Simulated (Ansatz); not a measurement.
# NaCl: properties at the relaxed cell

The task here is to estimate one member of a computed series from the others.

The COD entry's cell or inner coordinates are ideal or old and differ from later refinements, so a difference from it is no clean test against experiment.

Program: Ansatz 0.2.0. Level of theory: DFT PBEsol, scalar-relativistic, plane waves, PAW. These are calculated values, not measurements.

1 further run of the same task is left out (set aside as unsound or not needed).

### Starting point

Symmetry: Fm-3m, No. 225, cubic system. Conventional cell: a = 5.602 Å, b = 5.602 Å, c = 5.602 Å, α = 90.00°, β = 90.00°, γ = 90.00°. Na (site symmetry m-3m) has 6 Cl at 2.80 Å as nearest neighbours. Cl (site symmetry m-3m) has 6 Na at 2.80 Å as nearest neighbours.

As a file:

```xyz
2
Lattice="0.0000 2.8010 2.8010 2.8010 0.0000 2.8010 2.8010 2.8010 0.0000" Properties=species:S:1:pos:R:3 pbc="T T T"
Na    0.0000    0.0000    0.0000
Cl    2.8010    2.8010    2.8010
```

This cell was relaxed beforehand with the same method: volume 21.97 Å³/atom, gap on the mesh 5.01 eV.

The first run:

Contents of input.yaml:

```yaml
crystal:
  lattice:
    - [0.0, 2.8009524298, 2.8009524298]
    - [2.8009524298, 0.0, 2.8009524298]
    - [2.8009524298, 2.8009524298, 0.0]
  atoms:
    - { symbol: Na, position: [0.0, 0.0, 0.0] }
    - { symbol: Cl, position: [0.5, 0.5, 0.5] }
basis:
  ecutwfc: 420
kpoints:
  mp_grid: { grid: [8, 8, 8] }
  band_path:
    path:
      - [[0.0, 0.0, 0.0], [0.5, 0.0, 0.5], [0.625, 0.25, 0.625]]
      - [[0.375, 0.375, 0.75], [0.0, 0.0, 0.0], [0.5, 0.5, 0.5], [0.5, 0.25, 0.75], [0.5, 0.0, 0.5]]
    npoints: 14
hamiltonian:
  xc: pbesol
scf:
  occupations: { method: gaussian, width: 0.02 }
  n_extra_bands: 6
output:
  forces: true
  stress: true
  eigenvalues: true
  populations: true
  dos: { projected: true, de: 0.02, nscf_kmesh: { grid: [12, 12, 12] } }
  bader: true
```

On the command line:

```sh
$ ansatz run input.yaml --threads 1 --pin off --max-ram 2560MiB --backend cpu --events-out ev --progress --plain --runs-dir out
```

Steps of the session up to this table: Static run: bands, density of states and charges; Band edges anywhere in the zone; Eigenvalues a small step from each edge; The cell as listed, for comparison; Dielectric function, independent particles; The cell scaled to 0.97 of its volume; Point at V/V0 = 1.03; Volume × 0.94; The cell scaled to 1.06 of its volume; Volume × 0.91; Volume × 1.10; Point at V/V0 = 0.88.

One table of the session follows, with a row left open; its other results are not shown here.

It belongs to the step «Equation of state». 

```
volume (Å³/atom)  energy above the lowest point (meV/atom)  pressure (GPa)  gap on the mesh (eV)
          19.337                                      32.6            4.47                  5.54
          19.997                                      17.2            3.05                  5.39
          20.656                                       7.2            1.85                  5.25
          21.315                                       1.7            0.85                  5.13
          21.974                                       0.0            0.00                  5.01
          22.634                                       1.5           -0.71                  4.90
          23.293                                         ?               ?                     ?
          24.172                                      14.8           -1.97                  4.68
```

Estimate the missing values for volume (Å³/atom) = 23.293.

Worked estimate for «energy above the lowest point (meV/atom)». A straight line through the neighbours (22.634, 1.5) and (24.172, 14.8) gives 1.5 + (14.8 − 1.5) × (23.293 − 22.634) / (24.172 − 22.634) = 7.2; a parabola fitted to 3 rows on both sides gives 5.5.

**Answer.** energy above the lowest point (meV/atom): 5.7; pressure (GPa): -1.31; gap on the mesh (eV): 4.80. In «energy above the lowest point (meV/atom)» the line misses by +1.5 and the parabola by -0.2.
